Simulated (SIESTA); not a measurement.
Runs of SIESTA 5.4.2 on NaLaMnMoO6. It takes space group P2_1 (No. 4, monoclinic). The conventional cell has a = 5.557 Å, b = 5.598 Å, c = 8.025 Å, α = 90.00°, β = 90.44°, γ = 90.00°. Na (site symmetry 1) is surrounded by 4 O at 2.36 to 2.63 Å. La (site symmetry 1) is surrounded by 8 O at 2.40 to 2.69 Å. Around Mn (site symmetry 1) lie 6 O at 2.07 to 2.20 Å. Mo (site symmetry 1) is surrounded by 5 O at 1.83 to 2.03 Å. O (site symmetry 1) is surrounded by 1 Mo at 1.83 Å and 1 Mn at 2.08 Å. O (site symmetry 1) has 1 Mo at 1.87 Å as nearest neighbours. O (site symmetry 1) is surrounded by 1 Mo at 1.91 Å and 1 Mn at 2.08 Å. Around O (site symmetry 1) lie 1 Mo at 2.03 Å and 1 Mn at 2.07 Å. The cell was built by a generator and needn't be a form met in nature.

```tsv
level	potentials or basis	gap on the mesh (eV)	pressure (GPa)	moment (μB)	largest force (eV/Å)
BLYP	PseudoDojo 0.4 standard (PBE files), DZP (energy shift 0.003 Ry; two zetas on semicore shells)	none	10.7	9.93	1.18
LDA	PseudoDojo 0.4 standard (PBE and LDA files), DZP (energy shift 0.003 Ry; two zetas on semicore shells)	none	-5.2	9.88	0.64
RPBE	PseudoDojo 0.4 standard (PBE files), DZP (energy shift 0.003 Ry; two zetas on semicore shells)	0.15	8.8	9.98	0.69
PBEsol	PseudoDojo 0.4 standard (PBEsol files), DZP (energy shift 0.003 Ry; two zetas on semicore shells)	0.04	(b)	(c)	0.62
AM05	PseudoDojo 0.4 standard (PBEsol files), DZP (energy shift 0.003 Ry; two zetas on semicore shells)	none	(a)	9.93	0.54
```

Alike in all rows: task band structure; spin collinear, ferromagnetic start; cell as given; k mesh 5 × 5 × 4; smearing fermi-dirac 0.05 eV; grid cutoff 800 Ry; energy shift 0.003 Ry.

Problem. Fill in the values left out.

Solution. (a) 0.1; (b) -0.5; (c) 9.95.

Caveats: short orbitals over semicore shells can move pressures by several GPa; spin-orbit coupling is left out, which moves the levels of the heavy elements; the basis of atomic orbitals isn't converged, which shifts pressures, moduli and gaps; only a ferromagnetic start was run, and an antiferromagnetic order may lie lower in energy; the potentials were made for another functional, which shifts forces and pressure (some runs); semilocal functionals often make such compounds metallic where correlation or magnetic order opens a gap, which also shifts bond lengths (some runs).

A k mesh can miss the band edges, and the runs leave out spin-orbit coupling on La, Mo.

A gap of «none» marks a metal or a gap under the smearing width.

Runs at the PBE level aren't shown here.
